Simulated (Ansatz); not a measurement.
# CH6OSSn: up Jacob's ladder to CCSD(T)

Aim: compute CH6OSSn with functionals from several rungs and with coupled cluster, and see how far each lands from CCSD(T) at the basis-set limit for the atomisation energy.

The runs use Ansatz 0.2.0, Gaussian basis; functionals in def2-TZVPP, the program's frozen cores in correlated methods.

Plan: PBE-D4, r2SCAN-D4, PBE0-D4, B3LYP-D4, ωB97X-V, ωB97M-V, B2PLYP; CCSD(T)/def2-TZVPP; MP2/def2-QZVPP; extrapolation to the limit.

## (1) Structure used throughout

All runs share one geometry, relaxed beforehand with PBE0-D4 in a triple-zeta def2 set. Sn takes the def2 core potential; no spin-orbit term is included.

SMILES `O[CH2][SnH2][SH]`, 10 atoms, charge 0, spin multiplicity 1.

Atoms are counted from 1 here; the program's logs count them from 0.

Bond lengths: O1–C2 1.404 Å, O1–H5 0.967 Å, C2–Sn3 2.174 Å, C2–H6 1.091 Å, C2–H7 1.097 Å, Sn3–S4 2.427 Å, Sn3–H8 1.708 Å, Sn3–H9 1.706 Å, S4–H10 1.343 Å. Angles: C2–O1–H5 108.4°, O1–C2–Sn3 109.8°, O1–C2–H6 107.9°, O1–C2–H7 112.6°, Sn3–C2–H6 109.7°, Sn3–C2–H7 108.7°, H6–C2–H7 108.1°, C2–Sn3–S4 99.5°, C2–Sn3–H8 115.6°, C2–Sn3–H9 114.8°, S4–Sn3–H8 106.6°, S4–Sn3–H9 107.5°, H8–Sn3–H9 111.4°, Sn3–S4–H10 93.6°.

## (2) PBE-D4 (GGA)

Contents of in.yaml:

```yaml
crystal:
  periodic: [false, false, false]
  atoms:
    - {symbol: O, position_ang: [-0.577978, 1.598268, -0.686987]}
    - {symbol: C, position_ang: [-1.116294, 0.693149, 0.241021]}
    - {symbol: Sn, position_ang: [0.333758, -0.867775, 0.673039]}
    - {symbol: S, position_ang: [1.404494, -1.029613, -1.499536]}
    - {symbol: H, position_ang: [-0.166983, 1.093055, -1.401867]}
    - {symbol: H, position_ang: [-1.345924, 1.245474, 1.153196]}
    - {symbol: H, position_ang: [-2.041210, 0.224201, -0.116448]}
    - {symbol: H, position_ang: [-0.319074, -2.409166, 1.012271]}
    - {symbol: H, position_ang: [1.533723, -0.436148, 1.806869]}
    - {symbol: H, position_ang: [2.378585, -0.162744, -1.178658]}
basis:
  gaussian: {orbitals: def2-TZVPP}
hamiltonian: {xc: pbe, dispersion: d4}
output: {forces: true, orbitals: {seedname: orbitals}}
```

The run is started by

```console
ansatz run in.yaml --threads 4 --pin off --events-out ev --progress --plain --max-ram 10444MiB
```

Further steps of the session: r2SCAN-D4 (meta-GGA); PBE0-D4 (hybrid); B3LYP-D4 (hybrid); ωB97X-V (range-separated); ωB97M-V (range-separated); B2PLYP (double hybrid); CCSD(T) in def2-TZVPP; MP2 in def2-QZVPP.

**Question.** What will the summary of the whole plan be? Wanted: atomisation energy, CCSD(T)/CBS; farthest; mean size of error, hybrid; mean size of error, range-separated; gap, smallest and largest; T1 diagnostic; triples share of the correlation energy.

**Answer**, as computed:

```
                               quantity                                 value
        atomisation energy, CCSD(T)/CBS                             32.235 eV
    functionals within 0.322 eV (1.0 %)   PBE-D4, r2SCAN-D4, ωB97X-V, ωB97M-V
                               farthest                    B2PLYP (-0.819 eV)
             mean size of error, hybrid                              0.399 eV
    mean size of error, range-separated                              0.093 eV
              gap, smallest and largest  4.52 eV (PBE-D4), 10.71 eV (ωB97X-V)
                          T1 diagnostic                                0.0124
triples share of the correlation energy                                 3.6 %
```

PBE-D4 is off by +0.220 eV. Double hybrids carry the basis error of their MP2 part in triple zeta, and no dispersion term here, so their miss is partly the set-up's. The reference freezes the cores and leaves out spin-orbit coupling and excitations past (T), and its outer-core shells are covered unevenly, so misses under about 0.322 eV can't be ranked. All levels share the lack of spin-orbit coupling, which lowers the free heavy atoms and so the true binding. Hartree-Fock recovers 68 % of the binding; the rest is correlation. Orbital gaps span 4.5 to 10.7 eV; exact exchange widens them. Correlated methods include outer-core shells of Sn, which these sets cover unevenly.
